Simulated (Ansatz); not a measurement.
# C2H3F2In: a ladder of functionals and wavefunction methods

Aim: compute C2H3F2In with functionals from several rungs and with coupled cluster. The yardstick is the atomisation energy at the CCSD(T) limit.

Method: functionals in def2-TZVPP, the program's frozen cores in correlated methods; program: Ansatz 0.2.0, Gaussian basis.

Plan: LDA (SPW92), PBE-D4, revPBE-D4, BLYP-D4, r2SCAN-D4, B97M-V, PBE0-D4, B3LYP-D4, r2SCANh-D4, r2SCAN0-D4, HSE06-D4, BHLYP-D4, CAM-B3LYP-D4, LC-ωPBE, ωB97X-V, ωB97M-V, B2PLYP, PBE-QIDH; CCSD(T)/def2-SVP; CCSD(T)/def2-TZVPP; CCSD(T)/def2-QZVPP; extrapolation to the limit; RPA on PBE.

## (1) Structure used throughout

All runs share one geometry, relaxed beforehand with PBE0-D4 in a triple-zeta def2 set. In takes the def2 core potential; no spin-orbit term is included.

SMILES `C=[CH][In]([F])[F]`, 8 atoms, charge 0, spin multiplicity 1.

Atoms are counted from 1 here; the program's logs count them from 0.

Bond lengths: C1–C2 1.328 Å, C1–H6 1.088 Å, C1–H7 1.086 Å, C2–In3 2.099 Å, C2–H8 1.085 Å, In3–F4 1.938 Å, In3–F5 1.944 Å. Angles: C2–C1–H6 121.0°, C2–C1–H7 123.0°, H6–C1–H7 116.0°, C1–C2–In3 121.0°, C1–C2–H8 120.4°, In3–C2–H8 118.6°, C2–In3–F4 129.8°, C2–In3–F5 122.4°, F4–In3–F5 107.8°.

## (2) LDA

This LDA is Slater exchange with PW92 correlation.

Contents of in.yaml:

```yaml
crystal:
  periodic: [false, false, false]
  atoms:
    - {symbol: C, position_ang: [0.046506, 0.937642, 1.199923]}
    - {symbol: C, position_ang: [-0.561403, -0.067600, 0.580531]}
    - {symbol: In, position_ang: [0.153952, -0.798988, -1.252265]}
    - {symbol: F, position_ang: [-0.524728, -2.231998, -2.367402]}
    - {symbol: F, position_ang: [1.723586, -0.057857, -2.128331]}
    - {symbol: H, position_ang: [-0.324783, 1.318550, 2.148947]}
    - {symbol: H, position_ang: [0.930077, 1.428042, 0.803484]}
    - {symbol: H, position_ang: [-1.443217, -0.527791, 1.015123]}
basis:
  gaussian: {orbitals: def2-TZVPP}
hamiltonian: {xc: lda}
output: {orbitals: {seedname: orbitals}}
```

Started as:

```sh
$ ansatz run in.yaml --threads 2 --pin off --events-out ev --progress --plain --max-ram 32768MiB --backend cpu
```

The runs that follow: PBE-D4 (GGA); revPBE-D4 (GGA); BLYP-D4 (GGA); r2SCAN-D4 (meta-GGA); B97M-V (meta-GGA); B3LYP-D4 (hybrid); r2SCANh-D4 (hybrid); r2SCAN0-D4 (hybrid); HSE06-D4 (hybrid); BHLYP-D4 (hybrid); CAM-B3LYP-D4 (range-separated); LC-ωPBE (range-separated); ωB97X-V (range-separated); ωB97M-V (range-separated); B2PLYP (double hybrid); PBE-QIDH (double hybrid); CCSD(T) in def2-SVP; CCSD(T) in def2-TZVPP; CCSD(T) in def2-QZVPP; RPA on PBE orbitals.

Q: Predict the results of all the runs planned. Wanted: atomisation energy, CCSD(T)/CBS; farthest beyond LDA; mean size of error, GGA; mean size of error, meta-GGA; mean size of error, hybrid; mean size of error, range-separated; mean size of error, double hybrid; gap, smallest and largest; T1 diagnostic.

**Answer**, as computed:

```
                               quantity                                                                                   value
        atomisation energy, CCSD(T)/CBS                                                                               30.845 eV
    functionals within 0.308 eV (1.0 %)  BLYP-D4, r2SCAN-D4, B97M-V, PBE0-D4, HSE06-D4, CAM-B3LYP-D4, LC-ωPBE, ωB97X-V, ωB97M-V
                    farthest beyond LDA                                                                    BHLYP-D4 (-1.650 eV)
                mean size of error, GGA                                                                                0.393 eV
           mean size of error, meta-GGA                                                                                0.137 eV
             mean size of error, hybrid                                                                                0.660 eV
    mean size of error, range-separated                                                                                0.105 eV
      mean size of error, double hybrid                                                                                0.498 eV
              gap, smallest and largest                                               4.89 eV (LDA (SPW92)), 11.99 eV (LC-ωPBE)
                          T1 diagnostic                                                                                  0.0159
triples share of the correlation energy                                                                                   3.4 %
```

The LDA atomisation energy is off by 4.655 eV (15 %): it overbinds. PBE-D4 is off by +0.648 eV. Double hybrids carry the basis error of their MP2 part in triple zeta, and no dispersion term here, so their miss is partly the set-up's. The rungs range-separated, meta-GGA miss on average by less than the doubt on the reference (0.308 eV), so they tie. Misses under about 0.308 eV are within the doubt on the reference itself, which lacks core-valence correlation, spin-orbit coupling and higher excitations, and its outer-core shells are covered unevenly. All levels share the lack of spin-orbit coupling, which lowers the free heavy atoms and so the true binding. Hartree-Fock recovers 71 % of the binding; the rest is correlation. CCSD(T) in def2-SVP is off by -1.891 eV, which most functionals beat. The gap grows from 4.9 to 12.0 eV across the functionals, mostly with the share of exact exchange. Correlated methods include outer-core shells of In, which these sets cover unevenly.
